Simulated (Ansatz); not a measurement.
**Si2W: a single-point run**

Aim: a sound single-point run of Si2W. The structure is shown as the input types it.

Program: Ansatz 0.2.0. Level of theory: DFT, PBEsol, norm-conserving pseudopotentials, Ansatz's default files, scalar-relativistic (as first typed). These are calculated values, not measurements.

**1. The structure to begin with**

Symmetry: I4/mmm, No. 139, tetragonal system. The conventional cell has a = 3.214 Å, b = 3.214 Å, c = 7.830 Å, α = 90.00°, β = 90.00°, γ = 90.00°. Si (site symmetry 4mm) is surrounded by 1 Si at 1.50 Å. W (site symmetry 4/mmm) is surrounded by 8 Si at 2.39 Å.

Coordinates:

```cif
data_structure
_symmetry_space_group_name_H-M 'I4/mmm'
_symmetry_Int_Tables_number 139
_cell_length_a 3.2138
_cell_length_b 3.2138
_cell_length_c 7.8299
_cell_angle_alpha 90.000
_cell_angle_beta 90.000
_cell_angle_gamma 90.000
_cell_volume 80.87
loop_
_atom_site_label
_atom_site_type_symbol
_atom_site_symmetry_multiplicity
_atom_site_Wyckoff_symbol
_atom_site_fract_x
_atom_site_fract_y
_atom_site_fract_z
_atom_site_occupancy
Si1 Si 4 e 0.00000 0.00000 0.40413 1
W1 W 2 a 0.00000 0.00000 0.00000 1
```

**2. Input and run**

Input file input.yaml:

```yaml
crystal:
  lattice:
    - [-1.6069, 1.6069, 3.91495]
    - [1.6069, -1.6069, 3.91495]
    - [1.6069, 1.6069, -3.91495]
  atoms:
    - { symbol: Si, position: [0.404126, 0.404126, 0.0] }
    - { symbol: Si, position: [0.595874, 0.595874, 0.0] }
    - { symbol: W, position: [0.0, 0.0, 0.0] }
kpoints:
  mp_grid: { grid: [13, 13, 13] }
scf:
  occupations: { method: fermi_dirac, width: 0.05 }
hamiltonian:
  xc: pbesol
  pseudopotentials: { kind: nc }
output:
  forces: true
  stress: true
  eigenvalues: true
  efg: { contact_densities: true }
  populations: true
```

On the command line:

```bash
$ ansatz run input.yaml --threads 1 --pin off --max-ram 3072MiB --backend cpu --events-out ev --progress --plain --runs-dir out
```

**Question.** How will this run end, and is anything wrong with its input?

Nothing was computed: the input was turned down at the start. Its message: «output.efg without hamiltonian.pseudopotentials.kind: paw|paw_fr|all_electron or hamiltonian.pseudopotentials.kind: all_electron — the all-electron EFG reconstruction needs the PAW one-centre densities; drop the efg request ...»

Look at the input: hamiltonian.pseudopotentials.kind is nc. What was asked isn't available in this combination.

Fix: set hamiltonian.pseudopotentials.kind to paw.
